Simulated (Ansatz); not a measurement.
# V (hcp type): a single-point run

Wanted: a converged single-point run for V (hcp type), and a check of what comes out. The structure is shown as the input types it.

Computed with Ansatz 0.2.0 (Kohn-Sham DFT, with the functional, basis and potentials that each input names, unless a step's input says otherwise).

1 further run of the same task is left out (set aside as unsound or not needed). Runs told in other sessions of the task aren't counted.

## 1. The system as given

It takes space group P6_3/mmc (No. 194, hexagonal). Conventional cell: a = 2.531 Å, b = 2.531 Å, c = 4.561 Å, α = 90.00°, β = 90.00°, γ = 120.00°. V (site symmetry -6m2) is surrounded by 12 V at 2.53 to 2.71 Å.

Coordinates:

```
CELL_PARAMETERS angstrom
2.53070 0.00000 0.00000
-1.26535 2.19165 0.00000
0.00000 0.00000 4.56103
ATOMIC_POSITIONS crystal
V 0.33333 0.66667 0.25000
V 0.66667 0.33333 0.75000
```

## 2. The run

input.yaml reads:

```yaml
crystal:
  lattice:
    - [2.5307007311, 0.0, 0.0]
    - [-1.2653503656, 2.1916511225, 0.0]
    - [0.0, 0.0, 4.5610250654]
  atoms:
    - { symbol: V, position: [0.3333333333, 0.6666666667, 0.25] }
    - { symbol: V, position: [0.6666666667, 0.3333333333, 0.75] }
kpoints:
  mp_grid: { grid: [16, 16, 9] }
scf:
  occupations: { method: fermi_dirac, width: 0.05 }
  max_iter: 80
hamiltonian:
  xc: pbesol
  pseudopotentials: { kind: paw }
  hubbard: { sites: [{ species: V, l: d, u_eff: -5.0 }] }
output:
  forces: true
  stress: true
  eigenvalues: true
  populations: true
```

On the command line:

```
ansatz run input.yaml --threads 1 --pin off --max-ram 2048MiB --backend cpu --events-out ev --progress --plain --runs-dir out
```

Q: Will this input give a usable result? If not, why, and what should change?

The run converged and reported no error. Convergence says nothing about whether the input makes sense.

In the input, hamiltonian.hubbard.sites is [{species: V, l: d, u_eff: -5.0}]. The U is negative: it rewards fractional occupations of the shell, where a positive U penalises them, and shifts its filled levels up and its empty ones down.

Run again and compare: delete hamiltonian.hubbard.sites.
